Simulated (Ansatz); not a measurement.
# F2H4O2Si2: the cost of one run

Computed with Ansatz 0.2.0, Gaussian basis. Level: the settings change from run to run.

### 1 The molecule

The structure was relaxed beforehand with PBE0-D4 in a triple-zeta def2 set.

SMILES `O[Si](F)(F)O[SiH3]`, 10 atoms, charge 0, spin multiplicity 1.

Atoms are counted from 1 here; the program's logs count them from 0.

Bond lengths: O1–Si2 1.611 Å, O1–H7 0.958 Å, Si2–F3 1.581 Å, Si2–F4 1.581 Å, Si2–O5 1.590 Å, O5–Si6 1.640 Å, Si6–H8 1.481 Å, Si6–H9 1.483 Å, Si6–H10 1.483 Å. Angles: Si2–O1–H7 119.1°, O1–Si2–F3 111.1°, O1–Si2–F4 111.1°, O1–Si2–O5 108.3°, F3–Si2–F4 105.2°, F3–Si2–O5 110.6°, F4–Si2–O5 110.6°, Si2–O5–Si6 155.0°, O5–Si6–H8 107.8°, O5–Si6–H9 109.5°, O5–Si6–H10 109.4°, H8–Si6–H9 110.1°, H8–Si6–H10 110.1°, H9–Si6–H10 109.8°.

### 2 r2SCAN/def2-mTZVPP

Set apart from the defaults: charge +1, multiplicity 2, restricted open-shell orbitals, a point charge of 2.00 e beside it.

File in.yaml:

```yaml
crystal:
  periodic: [false, false, false]
  atoms:
    - {symbol: O, position_ang: [-1.909519, 0.651595, 1.316894]}
    - {symbol: Si, position_ang: [-0.326536, 0.579653, 1.025195]}
    - {symbol: F, position_ang: [0.304594, 2.027263, 0.956688]}
    - {symbol: F, position_ang: [0.435757, -0.150553, 2.201987]}
    - {symbol: O, position_ang: [-0.107487, -0.192003, -0.347882]}
    - {symbol: Si, position_ang: [0.784293, -0.865815, -1.548511]}
    - {symbol: H, position_ang: [-2.217290, 1.093271, 2.109017]}
    - {symbol: H, position_ang: [-0.151239, -1.364233, -2.582990]}
    - {symbol: H, position_ang: [1.687666, 0.157924, -2.128174]}
    - {symbol: H, position_ang: [1.582963, -1.988302, -0.999124]}
basis:
  gaussian: {orbitals: def2-mTZVPP, point_charges: [{charge: 2.00, position_ang: [4.616, 0.606, 0.390]}]}
total_charge: 1
magnetization: {spin_polarized: false, initial_magnetization: 1}
hamiltonian: {xc: {name: r2SCAN}}
output: {forces: true}
```

The run is started by

```sh
> ansatz run in.yaml --threads 4 --pin off --events-out ev --progress --plain --max-ram 10444MiB
```

**Question.** How long does this run take on 4 threads of INTEL XEON PLATINUM 8581C at 2.10GHz, shared host, and how much memory does it need?

About 24 s, with a peak of 0.59 GiB.
